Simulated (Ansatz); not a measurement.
# Iridium, dhcp under r²SCAN: from relaxation to bulk modulus

What does r²SCAN give for iridium in the dhcp structure? We relax it, solve it on a dense k-mesh, then scale the cell to 7 volumes from 88 to 112 % of the relaxed one and try a fit of the equation of state. The start is ferromagnetic. The k-meshes are 13×13×4 for the relaxation; 17×17×5 for the dense run; 15×15×4 for the volumes.

Program: Ansatz 0.2.0. Level of theory: DFT r2SCAN, plane waves (500 eV) with PAW, scalar-relativistic; PAW files made under PBE, frozen cores solved again for the functional. These are calculated values, not measurements.

## (1) Starting point

The structure is hexagonal, space group P6_3/mmc (No. 194). The conventional cell has a = 2.715 Å, b = 2.715 Å, c = 8.867 Å, α = 90.00°, β = 90.00°, γ = 120.00°. Ir (site symmetry -3m) is surrounded by 12 Ir at 2.71 Å. Ir (site symmetry -6m2) has 12 Ir at 2.71 Å as nearest neighbours.

Coordinates:

```
Ir
1.0
     2.71486    0.00000    0.00000
    -1.35743    2.35114    0.00000
     0.00000    0.00000    8.86674
Ir
4
Direct
  0.00000 0.00000 0.00000
  0.00000 0.00000 0.50000
  0.33333 0.66667 0.25000
  0.66667 0.33333 0.75000
```

Starting moments (μB): +1 ×4.

## (2) Relaxation of the cell

File input.yaml:

```yaml
crystal:
  lattice:
    - [2.7148619862, 0.0, 0.0]
    - [-1.3574309931, 2.3511394478, 0.0]
    - [0.0, 0.0, 8.8667392469]
  atoms:
    - { symbol: Ir, position: [0.0, 0.0, 0.0], spin: 1.0 }
    - { symbol: Ir, position: [0.0, 0.0, 0.5], spin: 1.0 }
    - { symbol: Ir, position: [0.3333333333, 0.6666666667, 0.25], spin: 1.0 }
    - { symbol: Ir, position: [0.6666666667, 0.3333333333, 0.75], spin: 1.0 }
hamiltonian:
  xc: r2scan
  pseudopotentials:
    kind: paw
    azcp:
      Ir: "pseudopotentials/Ir.paw.azcp"
basis:
  ecutwfc: 500
  fft_grid_basis: typed
kpoints:
  mp_grid: { grid: [13, 13, 4], shift: [0, 0, 0] }
magnetization:
  spin_polarized: true
scf:
  occupations: { method: fermi_dirac, width: 0.05 }
relax:
  max_steps: 60
  f_tol: 0.01
  cell: {}
```

Run with:

```console
$ ansatz run input.yaml --threads 2 --pin off --max-ram 6144MiB --backend cpu --events-out ev --progress --plain --runs-dir out
```

Further steps of the session: Dense single point; The cell scaled to 88 % of its volume; The cell scaled to 92 % of its volume; The cell scaled to 96 % of its volume; The cell scaled to 100 % of its volume; The cell scaled to 104 % of its volume; The cell scaled to 108 % of its volume; The cell scaled to 112 % of its volume.

**Question.** What will these runs give? Wanted: space group; conventional cell; volume; shortest distance; gap on the mesh; magnetic state; relative to fcc; V₀, B₀, B₀′.

As calculated:

| quantity | value |
| --- | --- |
| space group (spins left aside) | P6_3/mmc (No. 194) |
| conventional cell | a = 2.719 Å, c = 8.893 Å (c/a = 3.271) |
| volume | 14.232 Å³/atom |
| shortest distance | 2.719 Å |
| gap on the mesh | none (levels filled in part) |
| magnetic state | non-magnetic |
| relative to fcc | +44 meV/atom |
| V₀, B₀, B₀′ | 14.225 Å³/atom, 376 GPa, 5.0 |

**Reading.** From the guessed start the volume grew by 0.6 % in 5 steps. It lies 44 meV/atom above the element's reference form at the same level (fcc, from a run of its own). The moments die out: the run ends non-magnetic. Levels at the Fermi energy are filled in part, as in a metal. The fitted modulus is 376 GPa, among the stiffest elements; letting shape and positions relax at each volume could only lower it. The symmetry was held, so the structure may be unstable against distortions that break it.
